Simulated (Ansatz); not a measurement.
# CH₃HfNO₄: ionisation energy by level of theory

How much energy removes an electron from CH₃HfNO₄ at fixed geometry? The cation is run at each level and the neutral's energy taken from earlier runs.

Method: unrestricted cation, the program's frozen cores in correlated methods; program: Ansatz 0.2.0, Gaussian basis.

Levels to be run: UKS PBE-D4/def2-TZVPP; UKS r2SCAN-D4/def2-TZVPP; UKS PBE0-D4/def2-TZVPP; UKS B3LYP-D4/def2-TZVPP; UKS wB97X-V/def2-TZVPP; UKS wB97M-V/def2-TZVPP; UKS B2PLYP/def2-TZVPP; UHF-CCSD(T)/def2-TZVPP; UHF-MP2/def2-QZVPP; extrapolation to the limit; then −ε(HOMO) from the neutral's earlier runs with LDA (SPW92), PBE-D4, revPBE-D4, BLYP-D4, r2SCAN-D4, B97M-V, PBE0-D4, B3LYP-D4, r2SCANh-D4, r2SCAN0-D4, HSE06-D4, BHLYP-D4, CAM-B3LYP-D4, LC-ωPBE, ωB97X-V, ωB97M-V.

## Step 1: The relaxed structure

The geometry comes from an earlier relaxation with PBE0-D4/def2-TZVP; it is a stationary point, not always the lowest conformer. Hf takes the def2 core potential; no spin-orbit term is included.

SMILES `O=C=[N][Hf]([OH])([OH])[OH]`, 10 atoms, charge 0, spin multiplicity 1.

Atoms are counted from 1 here; the program's logs count them from 0.

Bond lengths: O1–C2 1.169 Å, C2–N3 1.198 Å, N3–Hf4 2.062 Å, Hf4–O5 1.920 Å, Hf4–O6 1.920 Å, Hf4–O7 1.920 Å, O5–H8 0.951 Å, O6–H9 0.951 Å, O7–H10 0.951 Å. Angles: O1–C2–N3 180.0°, C2–N3–Hf4 180.0°, N3–Hf4–O5 108.6°, N3–Hf4–O6 108.7°, N3–Hf4–O7 108.6°, O5–Hf4–O6 110.3°, O5–Hf4–O7 110.3°, O6–Hf4–O7 110.3°, Hf4–O5–H8 160.6°, Hf4–O6–H9 160.6°, Hf4–O7–H10 160.6°.

Coordinates:

```xyz
10
charge 0, multiplicity 1
O     2.2211   -2.6098    1.9585
C     1.5636   -1.8369    1.3791
N     0.8897   -1.0448    0.7853
Hf   -0.2707    0.3182   -0.2386
O    -1.5748   -0.6395   -1.2718
O    -1.1400    1.4629    1.0339
O     0.8663    1.3483   -1.3924
H    -2.4159   -0.9566   -1.5831
H    -1.3874    2.2464    1.5134
H     1.2482    1.7118   -2.1843
```

## Step 2: Cation, UKS PBE-D4/def2-TZVPP

in.yaml reads:

```yaml
crystal:
  periodic: [false, false, false]
  atoms:
    - {symbol: O, position_ang: [2.221131, -2.609849, 1.958519]}
    - {symbol: C, position_ang: [1.563569, -1.836929, 1.379105]}
    - {symbol: N, position_ang: [0.889677, -1.044802, 0.785300]}
    - {symbol: Hf, position_ang: [-0.270736, 0.318218, -0.238609]}
    - {symbol: O, position_ang: [-1.574820, -0.639492, -1.271791]}
    - {symbol: O, position_ang: [-1.140042, 1.462948, 1.033881]}
    - {symbol: O, position_ang: [0.866339, 1.348303, -1.392417]}
    - {symbol: H, position_ang: [-2.415929, -0.956572, -1.583120]}
    - {symbol: H, position_ang: [-1.387371, 2.246417, 1.513399]}
    - {symbol: H, position_ang: [1.248182, 1.711758, -2.184266]}
basis:
  gaussian: {orbitals: def2-TZVPP}
total_charge: 1
magnetization: {spin_polarized: true, initial_magnetization: 1}
hamiltonian: {xc: pbe, dispersion: d4}
```

Command:

```console
$ ansatz run in.yaml --threads 2 --pin off --events-out ev --progress --plain --max-ram 22528MiB --backend cuda --devices 0, --max-vram 18GiB
```

After this run come: Cation, UKS r2SCAN-D4/def2-TZVPP; Cation, UKS PBE0-D4/def2-TZVPP; Cation, UKS B3LYP-D4/def2-TZVPP; Cation, UKS wB97X-V/def2-TZVPP; Cation, UKS wB97M-V/def2-TZVPP; Cation, UKS B2PLYP (frozen core)/def2-TZVPP; Cation, UHF-CCSD(T)/def2-TZVPP; Cation, UHF-MP2/def2-QZVPP.

Q: Predict the results of all the runs planned. Wanted: ionisation energy, CCSD(T)/CBS; nearest functional by difference; nearest −ε(HOMO); −ε(HOMO) of PBE; T1 of the cation.

As calculated:

```
                        quantity               value
  ionisation energy, CCSD(T)/CBS            10.69 eV
nearest functional by difference  ωB97X-V (-0.19 eV)
                nearest −ε(HOMO)  ωB97X-V (-0.17 eV)
                 −ε(HOMO) of PBE             6.76 eV
                T1 of the cation               0.027
```

**Reading.** By cation minus neutral, the functionals miss by 0.97 eV at most. −ε(HOMO) of PBE misses by 3.9 eV, since self-interaction lifts the level. Among orbital estimates ωB97X-V comes nearest. Hartree-Fock falls 1.34 eV short, as the neutral has more correlation energy than the cation. The cation may have settled in a state other than its lowest; no search over hole states beyond the program's own was made. Correlated methods include outer-core shells of Hf, which these sets cover unevenly.
